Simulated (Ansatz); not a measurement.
# Al: the cost of one run

Computed with Ansatz 0.2.0 (DFT LDA, scalar-relativistic, plane waves, PAW, unless a step's input says otherwise).

3 further runs of the same task are left out: 3 set aside as unsound or not needed.

**1. The structure to begin with**

It takes space group P6_3/mmc (No. 194, hexagonal). The conventional cell has a = 2.815 Å, b = 2.815 Å, c = 9.256 Å, α = 90.00°, β = 90.00°, γ = 120.00°. Al (site symmetry -3m) has 12 Al at 2.82 to 2.83 Å as nearest neighbours. Al (site symmetry -6m2) has 12 Al at 2.82 to 2.83 Å as nearest neighbours.

As a file:

```cif
data_structure
_symmetry_space_group_name_H-M 'P 1'
_symmetry_Int_Tables_number 1
_cell_length_a 2.8150
_cell_length_b 2.8150
_cell_length_c 9.2562
_cell_angle_alpha 90.000
_cell_angle_beta 90.000
_cell_angle_gamma 120.000
_cell_volume 63.52
loop_
_atom_site_label
_atom_site_type_symbol
_atom_site_fract_x
_atom_site_fract_y
_atom_site_fract_z
_atom_site_occupancy
Al1 Al 0.00000 0.00000 0.00000 1
Al2 Al 0.33333 0.66667 0.25000 1
Al3 Al 0.00000 0.00000 0.50000 1
Al4 Al 0.66667 0.33333 0.75000 1
```

It goes back to an entry of the Materials Project, which need not be the stable form.

This cell was relaxed beforehand with the same method: volume 15.88 Å³/atom, gap on the mesh none (metal).

**2. Relaxing at 5 GPa**

What is minimised here is the enthalpy; the energy can go up as the cell is squeezed.

input.yaml

```yaml
crystal:
  lattice:
    - [2.8150160007, 0.0, 0.0]
    - [-1.4075080003, 2.4378753687, 0.0]
    - [0.0, 0.0, 9.2561783879]
  atoms:
    - { symbol: Al, position: [0.0, 0.0, 0.0] }
    - { symbol: Al, position: [0.3333333333, 0.6666666667, 0.25] }
    - { symbol: Al, position: [0.0, 0.0, 0.5] }
    - { symbol: Al, position: [0.6666666667, 0.3333333333, 0.75] }
basis:
  ecutwfc: 420
kpoints:
  mp_grid: { grid: [18, 18, 6] }
hamiltonian:
  xc: lda
scf:
  occupations: { method: fermi_dirac, width: 0.15 }
output:
  forces: true
  stress: true
  eigenvalues: true
relax:
  adjacent_minimum: "off"
  f_tol: 0.001
  max_steps: 60
  cell: { stress_tol: 0.02, p_target: 5.0 }
```

Started as:

```console
> ansatz run input.yaml --threads 1 --pin off --max-ram 3072MiB --backend cpu --events-out ev --progress --plain --runs-dir out
```

What time and memory should one allow on 1 thread of Intel Xeon Platinum 8259CL at 2.50GHz (Skylake/Cascade Lake), shared host?

About 74 s, with a peak of 0.47 GiB.
